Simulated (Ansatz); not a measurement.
# SnTe (SMILES [Sn][Te]) at BLYP/STO-3G

What is the vertical ionisation energy of SnTe at BLYP/STO-3G? 

Program for the calculation: Ansatz 0.2.0.

45 further runs of the same task are left out: 16 that didn't finish, 29 set aside as unsound or not needed.

## Step 1: The structure to begin with

SnTe: 2 atoms, total charge 0, spin state singlet. SMILES: `[Sn][Te]`. The shape is that of a PBE0-D4/def2-TZVP optimisation.

Bond lengths: Sn1–Te2 2.518 Å.

## Step 2: A single-point energy at BLYP/STO-3G

Contents of input.yaml:

```yaml
crystal:
  periodic: [false, false, false]
  atoms:
    - {symbol: Sn, position_ang: [0.000000, 0.000000, 0.009440]}
    - {symbol: Te, position_ang: [-0.000000, -0.000000, 2.527330]}
basis:
  gaussian:
    orbitals: STO-3G
hamiltonian:
  xc: {name: BLYP}
accuracy: high
```

Started as:

```console
$ ansatz run input.yaml --threads 1 --pin off --max-ram 3480MiB --events-out events.jsonl --progress --plain --runs-dir runs
```

Log:

```text
Warning: RAYON_NUM_THREADS=1 ignored (pool sized by the plan → 1); use --threads N
Functional definition: BLYP
  name "BLYP"
  parameter beta = 0.0042
  parameter a = 0.04918
  parameter b = 0.132
  parameter c = 0.2533
  parameter d = 0.349
  exchange = b88_x(beta = beta)
  correlation = lyp_c(a = a, b = b, c = c, d = d)
827 factors; integrals over basis functions are off by at most 4.7e-9 eV
mean field evaluation 1: about -340528.4940 eV, gradient 2.0e1 eV
mean field evaluation 2: about -340479.7766 eV, gradient 7.4e1 eV
mean field evaluation 4: about -340531.6303 eV, gradient 5.3e0 eV
mean field evaluation 8: about -340531.7905 eV, gradient 5.6e-2 eV
mean field evaluation 16: about -340531.7905 eV, gradient 1.3e-7 eV
mean field -340531.79049573 eV, -12514.3124799804 hartree, gradient 1.3e-8 eV, S^2 0.000000; 0 other end points of the search recorded, 0 dependent functions left out
reference -340531.79053387 eV, -12514.3124813817 hartree; 51, 51 occupied and 3, 3 virtual orbitals, 827 factors
Total energy: -340531.79053387 eV, -12514.3124813817 hartree
```

Wall time 2.1 s (1 thread of AMD EPYC 9R14 (Zen 4), shared host); peak memory 0.13 GiB.

## Step 3: The doublet cation

input.yaml, as its differences from that of step 2:

```diff
@@ -8,2 +8,6 @@
     orbitals: STO-3G
+total_charge: 1
+magnetization:
+  spin_polarized: true
+  initial_magnetization: 1
 hamiltonian:
```

Started as:

```console
$ ansatz run input.yaml --threads 1 --pin off --max-ram 3480MiB --events-out events.jsonl --progress --plain --runs-dir runs
```

Log, cut to the lines that bear on the results:

```text
Warning: RAYON_NUM_THREADS=1 ignored (pool sized by the plan → 1); use --threads N
[... 9 set-up lines as earlier in the session ...]
827 factors; integrals over basis functions are off by at most 4.7e-9 eV
mean field evaluation 1: about -340517.4683 eV, gradient 2.1e1 eV
mean field evaluation 2: about -340443.3768 eV, gradient 5.4e1 eV
mean field evaluation 4: about -340523.7346 eV, gradient 1.2e1 eV
mean field evaluation 8: about -340525.5351 eV, gradient 5.7e-2 eV
mean field evaluation 16: about -340525.5249 eV, gradient 7.7e-6 eV
mean field evaluation 32: about -340525.4981 eV, gradient 7.4e-1 eV
mean field -340525.52489024 eV, -12514.0822232254 hartree, gradient 1.1e-9 eV, S^2 0.754334; 6 other end points of the search recorded, 0 dependent functions left out
reference -340525.52492811 eV, -12514.0822246173 hartree; 51, 50 occupied and 3, 4 virtual orbitals, 827 factors
Total energy: -340525.52492811 eV, -12514.0822246173 hartree
```

Wall time 5.7 s (1 thread of AMD EPYC 9R14 (Zen 4), shared host); peak memory 0.17 GiB.

## Step 4: What came out

Level: BLYP/STO-3G.

```
                                          quantity            value
                        singlet SnTe: total energy  -12514.31248 Eh
                      doublet cation: total energy  -12514.08222 Eh
                              doublet cation: ⟨S²⟩            0.754
vertical ionisation energy (to the doublet cation)         6.266 eV
```

In words: Removing an electron at fixed nuclei costs 6.27 eV (144 kcal/mol). In a minimal basis such a difference can be off by several eV, whatever the method. Relativity is left out (singlet SnTe) although the molecule holds a heavy atom. Relativity is left out (doublet cation) although the molecule holds a heavy atom.
